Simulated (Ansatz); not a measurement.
**Rhodium, dhcp under m-r²SCAN: ground state and equation of state**

The plan for rhodium in the dhcp structure: relax it, solve it on a dense k-mesh, then scale the cell to 7 volumes from 88 to 112 % of the relaxed one and try a fit of the equation of state. The start is ferromagnetic. The k-meshes are 13×13×4 for the relaxation; 18×18×5 for the dense run; 18×18×5 for the volumes.

Program: Ansatz 0.2.0. Level of theory: DFT m-r2SCAN, plane waves (500 eV) with PAW, scalar-relativistic; PBE-made PAW files; m-r²SCAN is r²SCAN on the gauge-invariant kinetic-energy density. These are calculated values, not measurements.

### Step 1. Starting point

Symmetry: P6_3/mmc, No. 194, hexagonal system. Conventional cell: a = 2.689 Å, b = 2.689 Å, c = 8.783 Å, α = 90.00°, β = 90.00°, γ = 120.00°. Rh (site symmetry -3m) has 12 Rh at 2.69 Å as nearest neighbours. Rh (site symmetry -6m2) has 12 Rh at 2.69 Å as nearest neighbours.

As a file:

```xyz
4
Lattice="2.6892 0.0000 0.0000 -1.3446 2.3289 0.0000 0.0000 0.0000 8.7829" Properties=species:S:1:pos:R:3 pbc="T T T"
Rh    0.0000    0.0000    0.0000
Rh    0.0000    0.0000    4.3915
Rh    0.0000    1.5526    2.1957
Rh    1.3446    0.7763    6.5872
```

Starting moments (μB): +1 ×4.

### Step 2. Geometry optimisation

The input, input.yaml:

```yaml
crystal:
  lattice:
    - [2.6891940459, 0.0, 0.0]
    - [-1.3445970229, 2.3289103594, 0.0]
    - [0.0, 0.0, 8.7829077538]
  atoms:
    - { symbol: Rh, position: [0.0, 0.0, 0.0], spin: 1.0 }
    - { symbol: Rh, position: [0.0, 0.0, 0.5], spin: 1.0 }
    - { symbol: Rh, position: [0.3333333333, 0.6666666667, 0.25], spin: 1.0 }
    - { symbol: Rh, position: [0.6666666667, 0.3333333333, 0.75], spin: 1.0 }
hamiltonian:
  xc: mr2scan
  pseudopotentials:
    kind: paw
    azcp:
      Rh: "pseudopotentials/Rh.paw.azcp"
basis:
  ecutwfc: 500
  fft_grid_basis: typed
kpoints:
  mp_grid: { grid: [13, 13, 4], shift: [0, 0, 0] }
magnetization:
  spin_polarized: true
scf:
  occupations: { method: fermi_dirac, width: 0.05 }
relax:
  max_steps: 60
  f_tol: 0.01
  cell: {}
```

After this run come: Single point on a dense mesh; At 88 % of the relaxed volume; At 92 % of the relaxed volume; At 96 % of the relaxed volume; At 100 % of the relaxed volume; At 104 % of the relaxed volume; At 108 % of the relaxed volume; At 112 % of the relaxed volume.

What does the calculation give? Wanted: space group; conventional cell; volume; shortest distance; gap on the mesh; magnetic state; relative to fcc; V₀, B₀, B₀′.

As calculated:

| quantity | value |
| --- | --- |
| space group (spins left aside) | P6_3/mmc (No. 194) |
| conventional cell | a = 2.689 Å, c = 8.781 Å (c/a = 3.266) |
| volume | 13.742 Å³/atom |
| shortest distance | 2.689 Å |
| gap on the mesh | none (levels filled in part) |
| magnetic state | non-magnetic |
| relative to fcc | +23 meV/atom |
| V₀, B₀, B₀′ | 13.736 Å³/atom, 281 GPa, 5.2 |

**Reading.** The relaxation shrank the cell by 0.1 % in volume. It lies 23 meV/atom above the element's reference form at the same level (fcc, from a run of its own). The starting moments do not survive. No gap shows: it is a metal or semimetal at this level. B₀ comes out at 281 GPa, among the stiffest elements; letting shape and positions relax at each volume could only lower it. Relaxation kept the symmetry; phonons were not checked.
